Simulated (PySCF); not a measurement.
**The bond of NaSn, level by level**

An exercise on one series of results from a longer session: the logs are not shown, and one member is left open.

Program: PySCF 2.14.0. Level of theory: Na aug-cc-pVDZ, Sn aug-cc-pVDZ-PP with ECP28, scalar-relativistic core potentials. These are calculated values, not measurements.

The first run:

A driver script around PySCF takes these settings:

```yaml
atoms: Na, Sn
charge: 0
basis: Na aug-cc-pVDZ, Sn aug-cc-pVDZ-PP with ECP28
Hamiltonian: scalar-relativistic core potentials
basis_functions: 59
electrons_treated: 33
masses_in_u: 22.9898, 119.9022
levels: PBE0, PBE, r²SCAN, B97-3, r²SCAN0, BHandHLYP, HF, MP2, SCS-MP2
grid: 80 radial by 434 angular points
occupations: held fixed by the projection of orbital angular momentum
dissociation_limit: Na + Sn, each in its ground configuration
starting_distance_in_angstrom: 2.925
values_of_2S_to_try: 1, 3
```

Among the steps run: The job; The PBE0 curve of the state that the search chose; Other states along the same grid; PBE (GGA); r²SCAN; B97-3; r²SCAN0 (hybrid meta-GGA); BHandHLYP (global hybrid GGA); UHF (mean field).

One table of the session follows, with a row left open; its other results are not shown here.

| level | Re (Å) | ωe (cm⁻¹) | De (eV) |
| --- | --- | --- | --- |
| UHF | 2.978 | 178.4 | 0.79 |
| UHF-MP2 | 2.960 | 181.1 | 1.22 |
| UHF-SCS-MP2 | 2.960 | 180.6 | 1.07 |
| PBE | 2.949 | 170.7 | 1.19 |
| r²SCAN | ? | ? | ? |
| PBE0 | 2.929 | 178.8 | 1.18 |
| r²SCAN0 | 2.916 | 184.0 | 1.32 |
| B97-3 | 2.935 | 181.8 | 1.09 |
| BHandHLYP | 2.921 | 179.8 | 0.97 |

**Question.** Estimate the row for r²SCAN.

**Answer.** Re (Å): 2.926; ωe (cm⁻¹): 179.8; De (eV): 1.34. In the column «Re (Å)» it lies between BHandHLYP (2.921) and PBE0 (2.929).

De is counted to Na + Sn in their ground configurations.
